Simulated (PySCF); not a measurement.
# C3H6BF3: the cost of one run

Computed with PySCF 2.14.0, with density-fitted response routines of our own, on a single molecule in the gas phase. Atoms are numbered from 0 throughout.

**1. Starting geometry**

13 atoms, charge 0, multiplicity 1; geometry from: PBE0-D3(BJ)/def2-SVP.

Bonds of the start (Å): C0–B1 1.56, B1–C2 1.57, C2–C3 1.50, C3–F4 1.34, C3–F5 1.34, C3–F6 1.34, C0–H7 1.10, C0–H8 1.11, C0–H9 1.10, B1–H10 1.21, C2–H11 1.10, C2–H12 1.10.

**2. Indirect couplings: LDA/pcJ-1**

The job: settings as JSON, then the geometry in Å.

```
{"job": {"kind": "j", "xc": "LDA", "basis": "pcJ-1"}, "charge": 0, "multiplicity": 1}
C      1.987296    -0.706367    -0.075141
B      0.433126    -0.652203    -0.180424
C     -0.365089     0.673067     0.104762
C     -1.861132     0.563446     0.087030
F     -2.459929     1.731069     0.358301
F     -2.296953    -0.318776     0.995556
F     -2.311092     0.160761    -1.107239
H      2.489463     0.244528     0.155175
H      2.248831    -1.440753     0.709613
H      2.416792    -1.130156    -0.999473
H     -0.167737    -1.657572    -0.488683
H     -0.051164     1.099635     1.072682
H     -0.059471     1.419823    -0.650166
```

Method: LDA/pcJ-1 indirect spin-spin coupling, non-relativistic, gas phase.

On the command line:

```sh
OMP_NUM_THREADS=1 python probes_run.py task.json out
```

This one command runs all jobs of the session in turn.

**Question.** How long does this first job take on 1 thread of Arm Neoverse N1, shared host, and how much memory does it need?

About 37 s, with a peak of 0.77 GiB.
